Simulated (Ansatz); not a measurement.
# ClH4InO3: the cost of one run

All numbers below are computed with Ansatz 0.2.0 (RKS CAM-B3LYP-D4/def2-SVP).

### 1 The structure to begin with

Bond lengths: In1–O2 2.340 Å, O2–H3 1.010 Å, In1–O4 1.990 Å, O4–H5 1.010 Å, In1–O6 1.990 Å, O6–H7 1.010 Å, In1–Cl8 2.740 Å. Angles: In1–O2–H3 109.5°, O2–In1–O4 120.0°, O2–In1–O6 120.0°, O2–In1–Cl8 71.6°, O4–In1–O6 120.0°, O4–In1–Cl8 96.8°, O6–In1–Cl8 101.3°, In1–O4–H5 109.5°, In1–O6–H7 109.5°.

Coordinates:

```xyz
9

In    0.0000    0.0000    0.0000
O     0.0000    0.0000    2.3400
H    -0.9095   -0.2814    2.6771
O     1.7233    0.0000   -0.9950
H     2.0232   -0.9519   -1.1499
O    -1.7233    0.0000   -0.9950
H    -2.2330   -0.8467   -0.7865
Cl    0.1228    2.5973    0.8640
H     0.0636    1.3456    2.0920
```

### 2 Pulling towards end A

Springs on the bonds that form and break draw the guess towards this end; the thresholds are loose.

Input file input.yaml:

```yaml
crystal:
  periodic: [false, false, false]
  atoms:
    - { symbol: In, position_ang: [0.0, 0.0, 0.0] }
    - { symbol: O, position_ang: [0.0, 0.0, 2.34] }
    - { symbol: H, position_ang: [-0.9095, -0.2814, 2.6771] }
    - { symbol: O, position_ang: [1.7233, 0.0, -0.995] }
    - { symbol: H, position_ang: [2.0232, -0.9519, -1.1499] }
    - { symbol: O, position_ang: [-1.7233, 0.0, -0.995] }
    - { symbol: H, position_ang: [-2.233, -0.8467, -0.7865] }
    - { symbol: Cl, position_ang: [0.1228, 2.5973, 0.864] }
    - { symbol: H, position_ang: [0.0636, 1.3456, 2.092] }
basis:
  gaussian: { orbitals: def2-SVP }
hamiltonian:
  xc: cam_b3lyp
  dispersion: d4
relax:
  f_tol: 0.15
  max_steps: 25
  restrain:
    - { distance: [0, 7], at: 3.64, k: 30.0 }
    - { distance: [8, 1], at: 2.21, k: 30.0 }
    - { distance: [0, 1], at: 1.99, k: 30.0 }
    - { distance: [8, 7], at: 1.37, k: 30.0 }
```

On the command line:

```sh
ansatz run input.yaml --threads 4 --pin off --max-ram 5120MiB --backend cpu --events-out ev --progress --plain --runs-dir out
```

Q: Estimate wall time and peak memory on 4 threads of Arm Neoverse V2, shared host.

About 19 s, with a peak of 0.3 GiB.
